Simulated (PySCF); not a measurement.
# C7F3N: a tour of settings

Which settings matter for C7F3N (`N#CC#CC#CC(F)=C(F)F`), and how do bad ones show?

Programs: PySCF 2.14.0, with density-fitted response routines of our own. Each step states its level of theory. These are calculated values for one molecule, in the gas phase or a continuum, unless marked as measured. Atoms are numbered from 0 throughout.

## Step 1: Starting geometry

11 atoms, charge 0, multiplicity 1; geometry from: GFN2-xTB.

Bonds of the start (Å): N0–C1 1.15, C1–C2 1.36, C2–C3 1.22, C3–C4 1.34, C4–C5 1.22, C5–C6 1.40, C6–F7 1.35, C6–C8 1.34, C8–F9 1.32, C8–F10 1.32.

## Step 2: Indirect couplings: BLYP/6-31G in chloroform

What the job is given:

```
{"job": {"kind": "j", "xc": "BLYP", "basis": "6-31G", "solvent": "chloroform", "scf": {"guess": "atom"}}, "charge": 0, "multiplicity": 1}
N     -5.421507     1.031428     0.500525
C     -4.309928     0.759672     0.380983
C     -3.000651     0.439080     0.241531
C     -1.822240     0.154102     0.121396
C     -0.526073    -0.170327    -0.011412
C      0.655601    -0.431851    -0.122130
C      1.997108    -0.806127    -0.266569
F      2.251846    -2.101117    -0.531059
C      3.022670     0.050269    -0.155825
F      4.296735    -0.259853    -0.286768
F      2.861863     1.337393     0.103363
```

With the program's defaults for keys left out, this is: BLYP/6-31G indirect spin-spin coupling, non-relativistic, IEF-PCM chloroform.

Launch:

```bash
> OMP_NUM_THREADS=1 python probes_run.py task.json out
```

The driver reads the jobs from task.json and runs them one after another.

Log:

```text
final grid: 124264 points
cycle   1  E = -620.2365126762  dE =  2.825e+00  |g| = 1.110e+00  |ddm| = 1.607e+01
cycle   2  E = -619.4321570951  dE =  8.044e-01  |g| = 1.939e+00  |ddm| = 3.955e+01
cycle   3  E = -620.4684610934  dE = -1.036e+00  |g| = 6.483e-01  |ddm| = 3.569e+01
cycle   4  E = -620.5682013652  dE = -9.974e-02  |g| = 2.489e-01  |ddm| = 2.677e+00
cycle   5  E = -620.5763272910  dE = -8.126e-03  |g| = 1.773e-01  |ddm| = 1.308e+00
cycle   6  E = -620.5847977354  dE = -8.470e-03  |g| = 6.494e-02  |ddm| = 6.326e-01
cycle   7  E = -620.5858183650  dE = -1.021e-03  |g| = 1.649e-02  |ddm| = 1.442e-01
cycle   8  E = -620.5858798460  dE = -6.148e-05  |g| = 5.106e-03  |ddm| = 4.947e-02
cycle   9  E = -620.5858860846  dE = -6.239e-06  |g| = 2.456e-03  |ddm| = 1.869e-02
cycle  10  E = -620.5858872776  dE = -1.193e-06  |g| = 6.633e-04  |ddm| = 7.298e-03
cycle  11  E = -620.5858873423  dE = -6.473e-08  |g| = 4.417e-04  |ddm| = 1.854e-03
cycle  12  E = -620.5858873995  dE = -5.717e-08  |g| = 7.137e-05  |ddm| = 1.147e-03
cycle  13  E = -620.5858874002  dE = -7.090e-10  |g| = 4.300e-05  |ddm| = 4.085e-04
cycle  14  E = -620.5858874006  dE = -3.884e-10  |g| = 1.460e-05  |ddm| = 1.550e-04
converged SCF energy = -620.5858874006

Indirect spin-spin couplings (Hz)
  i      j    bonds     total        FC       PSO       DSO        SD
  0 N    7 F    7     -1.715    -0.956    -0.905     0.034     0.111
  0 N    9 F    8     -0.523    -0.684     1.043     0.037    -0.920
  0 N   10 F    8     -2.615    -0.650    -0.738     0.023    -1.250
  1 C    7 F    6     -2.202    -2.570     0.207    -0.060     0.221
  1 C    9 F    7     -2.312    -1.732    -0.141    -0.080    -0.359
  1 C   10 F    7     -1.939    -1.661     0.106    -0.023    -0.360
  2 C    7 F    5      6.988     4.936     2.576    -0.114    -0.410
  2 C    9 F    6      2.338     3.224    -3.235    -0.130     2.479
  2 C   10 F    6      8.734     3.084     2.255    -0.053     3.449
  3 C    7 F    4     -4.332    -5.285     0.429    -0.122     0.646
  3 C    9 F    5     -4.272    -3.359     0.090    -0.158    -0.844
  3 C   10 F    5     -4.481    -3.392    -0.073    -0.026    -0.989
  4 C    7 F    3      9.161     8.939     1.955    -0.203    -1.530
  4 C    9 F    4      6.272     6.131    -3.614    -0.268     4.023
  4 C   10 F    4     14.398     4.546     4.488    -0.034     5.399
  5 C    7 F    2     22.762    26.854    -5.136     0.025     1.020
  5 C    9 F    3      0.666    -0.383     2.269    -0.300    -0.920
  5 C   10 F    3    -11.714    -7.541    -2.107     0.163    -2.229
  6 C    7 F    1   -259.167  -276.032     9.584     1.265     6.016
  6 C    9 F    2     24.702    36.344   -20.275    -0.037     8.669
  6 C   10 F    2     45.515    44.020    -8.530     0.017    10.007
  7 F    8 C    2     44.020    41.555    -9.671     0.104    12.033
  7 F    9 F    3     62.838     6.216    12.894     0.103    43.624
  7 F   10 F    3   -136.887    -8.873  -148.751    -1.459    22.196
  8 C    9 F    1   -371.545  -335.386   -30.733     1.395    -6.821
  8 C   10 F    1   -347.269  -315.794   -27.207     1.390    -5.657
  9 F   10 F    2    -72.504    13.490  -106.287    -0.401    20.694
```

Run time: 8.6 s. Hardware: 1 thread of Arm Neoverse V2, shared host; peak memory 0.58 GiB.

The basis is not made for couplings: without tight functions at the nuclei these values are rough.

A choice of the couplings up to four bonds, sorted by the number of bonds; isotopes 13C, 19F, 15N:

```
  pair  bonds  J (Hz)  Fermi contact (Hz)  dihedral (°)
 C8–F9      1  -371.5              -335.4             –
C8–F10      1  -347.3              -315.8             –
 C6–F7      1  -259.2              -276.0             –
F9–F10      2   -72.5                13.5             –
C6–F10      2    45.5                44.0             –
 F7–C8      2    44.0                41.6             –
 C6–F9      2    24.7                36.3             –
 C5–F7      2    22.8                26.9             –
F7–F10      3  -136.9                -8.9          -180
 F7–F9      3    62.8                 6.2             0
C5–F10      3   -11.7                -7.5             0
 C4–F7      3     9.2                 8.9             –
C4–F10      4    14.4                 4.5             –
 C4–F9      4     6.3                 6.1             –
 C3–F7      4    -4.3                -5.3             –
```

The response was solved for the nuclei of F alone, so couplings that need other nuclei can be missing.

Quadrupole couplings from the field gradients of the same density:

```csv
atom,isotope,eQq/h (MHz),η
N0,14N,-3.019,0.13
```

## Step 3: Nuclear shieldings: LC-wPBE/pcSseg-1

The job, as its differences from that of step 2:

```diff
@@ -1,2 +1,2 @@
-{"job": {"kind": "j", "xc": "BLYP", "basis": "6-31G", "solvent": "chloroform", "scf": {"guess": "atom"}}, "charge": 0, "multiplicity": 1}
+{"job": {"kind": "nmr", "xc": "LC-wPBE", "basis": "pcSseg-1", "pop": false}, "charge": 0, "multiplicity": 1}
 N     -5.421507     1.031428     0.500525
```

Method: GIAO LC-wPBE/pcSseg-1 NMR shielding, non-relativistic, gas phase.

Log:

```text
coarse grid: 11928 points
cycle   1  E = -619.9806600615  dE =  2.628e+00  |g| = 1.054e+00  |ddm| = 3.957e+00
cycle   2  E = -619.9277846469  dE =  5.288e-02  |g| = 1.318e+00  |ddm| = 2.042e+00
cycle   3  E = -620.2274159008  dE = -2.996e-01  |g| = 1.216e-01  |ddm| = 1.020e+00
cycle   4  E = -620.2301741379  dE = -2.758e-03  |g| = 7.725e-02  |ddm| = 1.752e-01
cycle   5  E = -620.2315367471  dE = -1.363e-03  |g| = 3.089e-02  |ddm| = 9.406e-02
cycle   6  E = -620.2317807715  dE = -2.440e-04  |g| = 7.535e-03  |ddm| = 3.205e-02
cycle   7  E = -620.2318116318  dE = -3.086e-05  |g| = 3.692e-03  |ddm| = 1.870e-02
cycle   8  E = -620.2318191698  dE = -7.538e-06  |g| = 1.650e-03  |ddm| = 7.754e-03
final grid: 124264 points
cycle   9  E = -620.3452335791  dE = -7.093e-05  |g| = 1.476e-02  |ddm| = 1.598e-01
cycle  10  E = -620.3452291022  dE =  4.477e-06  |g| = 1.631e-02  |ddm| = 2.642e-02
cycle  11  E = -620.3452639208  dE = -3.482e-05  |g| = 6.886e-04  |ddm| = 1.035e-02
cycle  12  E = -620.3452640540  dE = -1.331e-07  |g| = 5.531e-04  |ddm| = 1.095e-03
cycle  13  E = -620.3452641535  dE = -9.956e-08  |g| = 2.057e-04  |ddm| = 5.319e-04
cycle  14  E = -620.3452641811  dE = -2.755e-08  |g| = 9.475e-05  |ddm| = 3.074e-04
cycle  15  E = -620.3452642134  dE = -3.235e-08  |g| = 6.670e-05  |ddm| = 3.228e-04
cycle  16  E = -620.3452642191  dE = -5.651e-09  |g| = 2.123e-05  |ddm| = 2.088e-04
cycle  17  E = -620.3452642196  dE = -5.446e-10  |g| = 1.010e-05  |ddm| = 8.456e-05
converged SCF energy = -620.3452642196

GIAO shielding tensors (ppm)
atom      isotropic    diamagn.    paramagn.     s11        s22        s33       span
  0 N      -50.063     341.154    -391.218   -236.650   -220.786    307.246    543.896
  1 C       74.170     265.047    -190.878    -34.947    -34.604    292.059    327.007
  2 C      111.037     248.101    -137.064     42.794     54.997    235.321    192.527
  3 C      119.995     252.223    -132.228     22.164     28.504    309.317    287.153
  4 C       84.391     250.800    -166.409     20.513     46.919    185.741    165.227
  5 C      125.296     261.806    -136.511     10.350     28.127    337.411    327.061
  6 C       63.183     248.790    -185.608     10.558     81.158     97.832     87.274
  7 F      381.641     468.757     -87.116    330.927    392.488    421.506     90.579
  8 C        7.843     252.110    -244.267    -68.989     33.986     58.532    127.521
  9 F      252.862     467.599    -214.737    199.627    267.918    291.040     91.413
 10 F      280.232     476.406    -196.174    259.951    268.380    312.365     52.414
```

Wall time 32 s (1 thread of Arm Neoverse V2, shared host); peak memory 0.86 GiB.

The references, computed at this level on geometries of the same kind, shield at (ppm): 13C TMS 191.0, 19F CFCl3 200.5, 15N NH3 269.6. Their shielding less the atom's gives the shift. The references are single molecules in the gas phase, so shifts against H2O, NH3, PH3, H3PO4 or CFCl3 are not on the usual liquid scales and can be off by tens of ppm.

```
atoms                      environment  σ (ppm)  δ (ppm)
   C8  fully substituted alkene carbon      7.8    183.2
   C6  fully substituted alkene carbon     63.2    127.8
   C1                   nitrile carbon     74.2    116.9
   C4                    alkyne carbon     84.4    106.6
   C2                    alkyne carbon    111.0     80.0
   C3                    alkyne carbon    120.0     71.0
   C5                    alkyne carbon    125.3     65.7
   N0                 nitrile nitrogen    -50.1    319.6
   F9                 vinylic fluorine    252.9    -52.4
  F10                 vinylic fluorine    280.2    -79.8
   F7                 vinylic fluorine    381.6   -181.2
```

## Step 4: NMR shieldings: PBE0/pcSseg-1

What the job is given:

```
{"job": {"kind": "nmr", "xc": "PBE0", "basis": "pcSseg-1", "pop": false, "grid": 0, "scf": {"max_cycle": 57}}, "charge": 0, "multiplicity": 1}
N    -10.246648     1.949399     0.945992
C     -8.145764     1.435780     0.720058
C     -5.671230     0.829861     0.456494
C     -3.444034     0.291253     0.229438
C     -0.994278    -0.321918    -0.021569
C      1.239086    -0.816198    -0.230826
C      3.774534    -1.523580    -0.503815
F      4.255989    -3.971111    -1.003702
C      5.712846     0.095008    -0.294509
F      8.120829    -0.491122    -0.541992
F      5.408921     2.527673     0.195356
```

With the program's defaults for keys left out, this is: GIAO PBE0/pcSseg-1 NMR shielding, non-relativistic, gas phase.

Log:

```text
final grid: 11928 points
cycle   1  E = -615.8856255714  dE =  5.629e-01  |g| = 2.213e+00  |ddm| = 2.442e+00
cycle   2  E = -552.0733461222  dE =  6.381e+01  |g| = 8.280e+00  |ddm| = 6.062e+00
cycle   3  E = -605.8234080295  dE = -5.375e+01  |g| = 4.647e+00  |ddm| = 5.936e+00
cycle   4  E = -576.5595210502  dE =  2.926e+01  |g| = 6.373e+00  |ddm| = 5.161e+00
cycle   5  E = -590.6093112569  dE = -1.405e+01  |g| = 6.008e+00  |ddm| = 5.298e+00
cycle   6  E = -611.5184313403  dE = -2.091e+01  |g| = 3.289e+00  |ddm| = 3.450e+00
cycle   7  E = -602.8964027680  dE =  8.622e+00  |g| = 4.363e+00  |ddm| = 3.862e+00
cycle   8  E = -608.6719081721  dE = -5.776e+00  |g| = 3.645e+00  |ddm| = 3.483e+00
cycle   9  E = -600.5445583240  dE =  8.127e+00  |g| = 4.509e+00  |ddm| = 4.074e+00
cycle  10  E = -603.9457683041  dE = -3.401e+00  |g| = 5.485e+00  |ddm| = 3.641e+00
[... 37 cycles left out ...]
cycle  48  E = -595.6850134933  dE =  5.779e+00  |g| = 4.571e+00  |ddm| = 2.460e+00
cycle  49  E = -593.1963443303  dE =  2.489e+00  |g| = 5.225e+00  |ddm| = 3.990e+00
cycle  50  E = -605.2371784048  dE = -1.204e+01  |g| = 4.249e+00  |ddm| = 4.794e+00
cycle  51  E = -582.6129912564  dE =  2.262e+01  |g| = 6.470e+00  |ddm| = 5.218e+00
cycle  52  E = -587.9108976254  dE = -5.298e+00  |g| = 5.413e+00  |ddm| = 4.496e+00
cycle  53  E = -591.0162745763  dE = -3.105e+00  |g| = 5.076e+00  |ddm| = 3.763e+00
cycle  54  E = -613.1834175973  dE = -2.217e+01  |g| = 3.366e+00  |ddm| = 3.754e+00
cycle  55  E = -593.8394470188  dE =  1.934e+01  |g| = 5.700e+00  |ddm| = 4.558e+00
cycle  56  E = -611.6107854583  dE = -1.777e+01  |g| = 3.811e+00  |ddm| = 3.839e+00
cycle  57  E = -600.4559278121  dE =  1.115e+01  |g| = 5.216e+00  |ddm| = 3.974e+00
SCF not converged, last energy = -600.4559278121
```

Wall time 14 s (1 thread of Arm Neoverse V2, shared host); peak memory 0.66 GiB.

Diagnosis: All coordinates were scaled by 1.89, as when Å and bohr are mixed up; on that geometry the gradient is still 5.2e+00 after 57 cycles. The remedy is to restore the coordinates. Numbers printed on the way are no properties of the molecule.

## Step 5: Shielding tensors: B97-D/def2-SVP

What the job is given:

```
{"job": {"kind": "nmr", "xc": "B97-D", "basis": "def2-SVP", "pop": true, "scf": {"aux": "def2-universal-jkfit"}}, "charge": 0, "multiplicity": 1}
N     -5.421507     1.031428     0.500525
C     -4.309928     0.759672     0.380983
C     -3.000651     0.439080     0.241531
C     -1.822240     0.154102     0.121396
C     -0.526073    -0.170327    -0.011412
C      0.655601    -0.431851    -0.122130
C      1.997108    -0.806127    -0.266569
F      2.251846    -2.101117    -0.531059
C      3.022670     0.050269    -0.155825
F      4.296735    -0.259853    -0.286768
F      2.861863     1.337393     0.103363
```

Method: GIAO B97-D/def2-SVP NMR shielding, non-relativistic, gas phase.

Log:

```text
final grid: 124264 points
cycle   1  E = -619.7951482054  dE =  1.937e+00  |g| = 9.770e-01  |ddm| = 5.786e+00
cycle   2  E = -618.7546180279  dE =  1.041e+00  |g| = 2.320e+00  |ddm| = 3.856e+00
cycle   3  E = -619.8920155436  dE = -1.137e+00  |g| = 5.459e-01  |ddm| = 3.002e+00
cycle   4  E = -619.9550690431  dE = -6.305e-02  |g| = 3.176e-01  |ddm| = 8.733e-01
cycle   5  E = -619.9801150162  dE = -2.505e-02  |g| = 1.745e-01  |ddm| = 4.625e-01
cycle   6  E = -619.9878336320  dE = -7.719e-03  |g| = 5.311e-02  |ddm| = 2.173e-01
cycle   7  E = -619.9884531861  dE = -6.196e-04  |g| = 2.070e-02  |ddm| = 6.512e-02
cycle   8  E = -619.9885384826  dE = -8.530e-05  |g| = 6.969e-03  |ddm| = 2.903e-02
cycle   9  E = -619.9885489866  dE = -1.050e-05  |g| = 3.150e-03  |ddm| = 1.111e-02
cycle  10  E = -619.9885513222  dE = -2.336e-06  |g| = 1.108e-03  |ddm| = 4.172e-03
cycle  11  E = -619.9885514985  dE = -1.763e-07  |g| = 8.139e-04  |ddm| = 1.583e-03
cycle  12  E = -619.9885516665  dE = -1.680e-07  |g| = 1.357e-04  |ddm| = 7.825e-04
cycle  13  E = -619.9885516714  dE = -4.866e-09  |g| = 5.993e-05  |ddm| = 1.862e-04
cycle  14  E = -619.9885516718  dE = -3.906e-10  |g| = 4.700e-05  |ddm| = 9.943e-05
cycle  15  E = -619.9885516716  dE =  2.017e-10  |g| = 4.972e-05  |ddm| = 8.203e-05
cycle  16  E = -619.9885516723  dE = -7.510e-10  |g| = 7.890e-06  |ddm| = 5.147e-05
converged SCF energy = -619.9885516723

GIAO shielding tensors (ppm)
atom      isotropic    diamagn.    paramagn.     s11        s22        s33       span
  0 N      -22.178     320.369    -342.547   -189.014   -168.167    290.648    479.662
  1 C       95.789     293.095    -197.306      1.632      1.845    283.890    282.258
  2 C      124.969     231.276    -106.307     67.236     79.287    228.383    161.146
  3 C      130.381     275.598    -145.217     50.407     53.991    286.743    236.336
  4 C      103.284     258.118    -154.834     46.280     68.762    194.811    148.531
  5 C      129.529     265.576    -136.046     35.222     55.406    297.960    262.739
  6 C       74.745     257.629    -182.884     34.477     85.740    104.020     69.543
  7 F      366.207     464.264     -98.057    302.559    391.483    404.579    102.020
  8 C       25.168     253.726    -228.558    -30.010     37.640     67.874     97.884
  9 F      243.848     459.547    -215.699    173.765    249.259    308.519    134.754
 10 F      274.826     482.116    -207.290    247.481    274.061    302.936     55.456
```

Run time: 21 s. Hardware: 1 thread of Arm Neoverse V2, shared host; peak memory 0.67 GiB.

This run: δ C8 165.8, C6 116.2, C1 95.2, C4 87.7 ppm.

## Step 6: TDDFT and polarisability: B97-D/6-31++G**

The job, as its differences from that of step 5:

```diff
@@ -1,2 +1,2 @@
-{"job": {"kind": "nmr", "xc": "B97-D", "basis": "def2-SVP", "pop": true, "scf": {"aux": "def2-universal-jkfit"}}, "charge": 0, "multiplicity": 1}
+{"job": {"kind": "uv", "xc": "B97-D", "basis": "6-31++G**", "nstates": 1, "ntriplets": 0, "tda": false, "scf": {"conv": 1e-11, "level_shift": 0.2}}, "charge": 0, "multiplicity": 1}
 N     -5.421507     1.031428     0.500525
```

Method: TDDFT B97-D/6-31++G**, vertical, gas phase, core orbitals frozen in the response.

Log:

```text
final grid: 124264 points
cycle   1  E = -620.2455904176  dE =  2.094e+00  |g| = 9.877e-01  |ddm| = 4.300e+04
cycle   2  E = -619.9797069540  dE =  2.659e-01  |g| = 1.608e+00  |ddm| = 1.255e+01
cycle   3  E = -620.4189953228  dE = -4.393e-01  |g| = 4.114e-01  |ddm| = 4.070e+00
cycle   4  E = -620.4600450963  dE = -4.105e-02  |g| = 1.116e-01  |ddm| = 2.628e+00
cycle   5  E = -620.4628292386  dE = -2.784e-03  |g| = 2.109e-02  |ddm| = 3.812e-01
cycle   6  E = -620.4628890716  dE = -5.983e-05  |g| = 1.928e-02  |ddm| = 3.363e-01
cycle   7  E = -620.4629750164  dE = -8.594e-05  |g| = 6.688e-03  |ddm| = 2.122e-01
cycle   8  E = -620.4629855733  dE = -1.056e-05  |g| = 2.555e-03  |ddm| = 6.095e-02
cycle   9  E = -620.4629870603  dE = -1.487e-06  |g| = 9.983e-04  |ddm| = 2.332e-02
cycle  10  E = -620.4629872891  dE = -2.288e-07  |g| = 3.930e-04  |ddm| = 1.098e-02
cycle  11  E = -620.4629873406  dE = -5.149e-08  |g| = 1.876e-04  |ddm| = 2.152e-03
cycle  12  E = -620.4629873540  dE = -1.347e-08  |g| = 6.989e-05  |ddm| = 1.338e-03
cycle  13  E = -620.4629873563  dE = -2.297e-09  |g| = 3.439e-05  |ddm| = 7.284e-04
cycle  14  E = -620.4629873571  dE = -7.378e-10  |g| = 1.695e-05  |ddm| = 3.532e-04
cycle  15  E = -620.4629873573  dE = -2.060e-10  |g| = 9.083e-06  |ddm| = 1.100e-04
cycle  16  E = -620.4629873573  dE = -6.003e-11  |g| = 6.191e-06  |ddm| = 6.122e-05
cycle  17  E = -620.4629873574  dE = -2.410e-11  |g| = 3.382e-06  |ddm| = 3.336e-05
cycle  18  E = -620.4629873574  dE = -1.046e-11  |g| = 1.678e-06  |ddm| = 1.493e-05
cycle  19  E = -620.4629873574  dE = -4.093e-12  |g| = 1.111e-06  |ddm| = 1.087e-05
level shift removed, Fock matrix diagonalised once more
converged SCF energy = -620.4629873574

Static polarisability (au): isotropic 122.239, principal 40.081 55.697 270.938

Singlet excitations
state   eV       nm        f      main configurations
  1   2.9377    422.0   0.00004   H->L 1.00
```

It took 37 s on 1 thread of Arm Neoverse V2, shared host; peak memory 0.78 GiB.

The orbitals next to the gap, with their largest atomic shares:

```
orbital     eV                      atoms
 HOMO−3  -9.29           N0 86 %, C1 12 %
 HOMO−2  -8.03  C3 19 %, C6 16 %, N0 15 %
 HOMO−1  -7.37  C5 25 %, C2 22 %, N0 18 %
   HOMO  -6.54  C8 19 %, C4 16 %, C2 15 %
   LUMO  -3.63  C5 20 %, C2 19 %, N0 16 %
 LUMO+1  -3.58  C8 18 %, C5 17 %, C2 16 %
 LUMO+2  -1.35  C6 20 %, C8 20 %, C3 14 %
```

Further results of this job:

```csv
property,computed
dipole moment (D),3.80
polarisability (Å³),18.11
HOMO–LUMO gap (eV),2.92
−ε(HOMO) (eV),6.54
```

## Step 7: Run by run: NMR shifts

Shifts (ppm) of some atoms, chosen among heavy atoms and hydrogens apart, with basis size and wall time:

```csv
run,C8,C1,C4,C2,N0,functions,time
LC-wPBE/pcSseg-1,183.2,116.9,106.6,80.0,319.6,187,32 s
B97-D/def2-SVP,165.8,95.2,87.7,66.0,288.4,154,21 s
```

## Step 8: Summary of results

```
                                   quantity                                             value
 largest coupling of the table (BLYP/6-31G)                          1J(C,F) C8–F9, -371.5 Hz
  13C shifts against TMS (LC-wPBE/pcSseg-1)  183.2, 127.8, 116.9, 106.6, 80.0, 71.0, 65.7 ppm
  15N shifts against NH3 (LC-wPBE/pcSseg-1)                                         319.6 ppm
19F shifts against CFCl3 (LC-wPBE/pcSseg-1)                          -52.4, -79.8, -181.2 ppm
           lowest singlet (B97-D/6-31++G**)                       2.94 eV (422 nm), f = 0.000
                   range of the shift of N0                                288.4 to 319.6 ppm
              property runs in this session   5, of which 1 failed and 0 gave unsound results
```

What this shows: Single values in the summary come from the first run of each kind that ended normally (BLYP/6-31G; LC-wPBE/pcSseg-1; B97-D/6-31++G**), which need not be the best level. Of the pairs tabulated at BLYP/6-31G, C8–F9 couples most strongly (-371.5 Hz; Fermi contact -335.4 Hz). Density functionals describe couplings to fluorine poorly, F–F couplings above all, so those rows are rough. At LC-wPBE/pcSseg-1: The largest span, 544 ppm, is at N0, where the paramagnetic term is -391 ppm. The lowest singlet, at 2.94 eV, is HOMO→LUMO 1.00 and is dark. In ppm, N0 moves most: its shift spreads over 31.2 ppm, from 288.4 (B97-D/def2-SVP) to 319.6 (LC-wPBE/pcSseg-1). Couplings from bases without tight functions are rough.
